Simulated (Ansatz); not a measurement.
# Al3B2N5: the cost of one run

Method: DFT PBE, scalar-relativistic, plane waves, PAW, in Ansatz 0.2.0.

**1. The starting structure**

Symmetry: I4/mmm, No. 139, tetragonal system. The conventional cell has a = 3.180 Å, b = 3.180 Å, c = 22.488 Å, α = 90.00°, β = 90.00°, γ = 90.00°. Al (site symmetry 4mm) is surrounded by 6 N at 2.25 Å. Around Al (site symmetry 4/mmm) lie 6 N at 2.25 Å. B (site symmetry 4mm) has 6 N at 2.25 Å as nearest neighbours. N (site symmetry 4mm) has 1 Al at 2.25 Å and 5 B at 2.25 Å as nearest neighbours. N (site symmetry 4mm) is surrounded by 5 Al at 2.25 Å and 1 B at 2.25 Å. N (site symmetry 4/mmm) has 6 Al at 2.25 Å as nearest neighbours.

As a file:

```
CELL_PARAMETERS angstrom
-1.59012 1.59012 11.24386
1.59012 -1.59012 11.24386
1.59012 1.59012 -11.24386
ATOMIC_POSITIONS crystal
Al 0.60000 0.60000 0.00000
Al 0.40000 0.40000 0.00000
Al 0.00000 0.00000 0.00000
B 0.20000 0.20000 0.00000
B 0.80000 0.80000 0.00000
N 0.70000 0.70000 0.00000
N 0.30000 0.30000 0.00000
N 0.90000 0.90000 0.00000
N 0.50000 0.50000 0.00000
N 0.10000 0.10000 0.00000
```

The start is an ordering of an alloy on its end members' structure types: elements ordered on the sites of the AlN type, B/Al on Al (I4/mmm, No. 139).

**2. Probe: one point on a coarse mesh**

The input, input.yaml:

```yaml
crystal:
  lattice:
    - [-1.59012169, 1.59012169, 11.24385827]
    - [1.59012169, -1.59012169, 11.24385827]
    - [1.59012169, 1.59012169, -11.24385827]
  atoms:
    - { symbol: Al, position: [0.6, 0.6, 0.0] }
    - { symbol: Al, position: [0.4, 0.4, 0.0] }
    - { symbol: Al, position: [0.0, 0.0, 0.0] }
    - { symbol: B, position: [0.2, 0.2, 0.0] }
    - { symbol: B, position: [0.8, 0.8, 0.0] }
    - { symbol: "N", position: [0.7, 0.7, 0.0] }
    - { symbol: "N", position: [0.3, 0.3, 0.0] }
    - { symbol: "N", position: [0.9, 0.9, 0.0] }
    - { symbol: "N", position: [0.5, 0.5, 0.0] }
    - { symbol: "N", position: [0.1, 0.1, 0.0] }
basis:
  ecutwfc: 420
kpoints:
  mp_grid: { grid: [8, 8, 8] }
hamiltonian:
  xc: pbe
scf:
  occupations: { method: gaussian, width: 0.1 }
  lower_state_search: "off"
output:
  forces: true
  stress: true
  eigenvalues: true
```

Started as:

```sh
$ ansatz run input.yaml --threads 1 --pin off --max-ram 2560MiB --backend cpu --events-out ev --progress --plain --runs-dir out
```

What time and memory should one allow on 1 thread of Intel Xeon at 2.50GHz (Skylake/Cascade Lake), shared host?

About 24 s, with a peak of 0.46 GiB.
